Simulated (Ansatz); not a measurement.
**AlGeH4N: small, medium and large basis sets**

One table from this session's results is given with a row withheld; the runs are named, their logs left out.

Method: one geometry, several basis sets; program: Ansatz 0.2.0, Gaussian basis.

The runs, in order: PBE0-D4/def2-SVP; ωB97M-V/def2-SVP; PBE0-D4/def2-QZVPP; ωB97M-V/def2-QZVPP; the functionals' def2-TZVPP values are taken from earlier runs.

## Structure used throughout

All runs share one geometry, relaxed beforehand with PBE0-D4 in a triple-zeta def2 set.

SMILES `[NH]1[AlH][GeH2]1`, 7 atoms, charge 0, spin multiplicity 1.

Atoms are counted from 1 here; the program's logs count them from 0.

Bond lengths: N1–Al2 1.747 Å, N1–Ge3 1.914 Å, N1–H4 1.007 Å, Al2–Ge3 2.356 Å, Al2–H5 1.578 Å, Ge3–H6 1.547 Å, Ge3–H7 1.547 Å. Angles: Al2–N1–Ge3 79.9°, Al2–N1–H4 151.4°, Ge3–N1–H4 128.7°, N1–Al2–Ge3 53.2°, N1–Al2–H5 140.4°, Ge3–Al2–H5 166.4°, N1–Ge3–Al2 46.9°, N1–Ge3–H6 112.5°, N1–Ge3–H7 112.5°, Al2–Ge3–H6 126.4°, Al2–Ge3–H7 126.4°, H6–Ge3–H7 107.0°.

The first run:

File in.yaml:

```yaml
crystal:
  periodic: [false, false, false]
  atoms:
    - {symbol: N, position_ang: [-0.658336, -0.546173, -0.422835]}
    - {symbol: Al, position_ang: [0.286728, 0.643504, -1.284926]}
    - {symbol: Ge, position_ang: [0.434101, 0.111472, 1.005171]}
    - {symbol: H, position_ang: [-1.369950, -1.258236, -0.394497]}
    - {symbol: H, position_ang: [0.458895, 1.242717, -2.734390]}
    - {symbol: H, position_ang: [-0.400842, 0.734792, 2.149004]}
    - {symbol: H, position_ang: [1.310703, -0.996076, 1.636773]}
basis:
  gaussian: {orbitals: def2-SVP}
hamiltonian: {xc: pbe0, dispersion: d4}
output: {orbitals: {seedname: orbitals}}
```

Run with:

```sh
ansatz run in.yaml --threads 2 --pin off --events-out ev --progress --plain --max-ram 4352MiB
```

Among the steps run: PBE0-D4 in def2-SVP; ωB97M-V in def2-SVP; PBE0-D4 in def2-QZVPP; ωB97M-V in def2-QZVPP.

One table of the session follows, with a row left open; its other results are not shown here.

It belongs to the step «Density functionals: the series». 

```
functional       basis  HOMO (eV)
   PBE0-D4    def2-SVP      -6.58
   PBE0-D4  def2-TZVPP      -6.61
   PBE0-D4  def2-QZVPP      -6.62
   ωB97M-V    def2-SVP          ?
   ωB97M-V  def2-TZVPP      -8.57
   ωB97M-V  def2-QZVPP      -8.59
```

**Question.** Estimate the row for ωB97M-V, def2-SVP.

The run gave: HOMO (eV): -8.51. In the column «HOMO (eV)» it lies between ωB97M-V, def2-TZVPP (-8.57) and PBE0-D4, def2-QZVPP (-6.62).
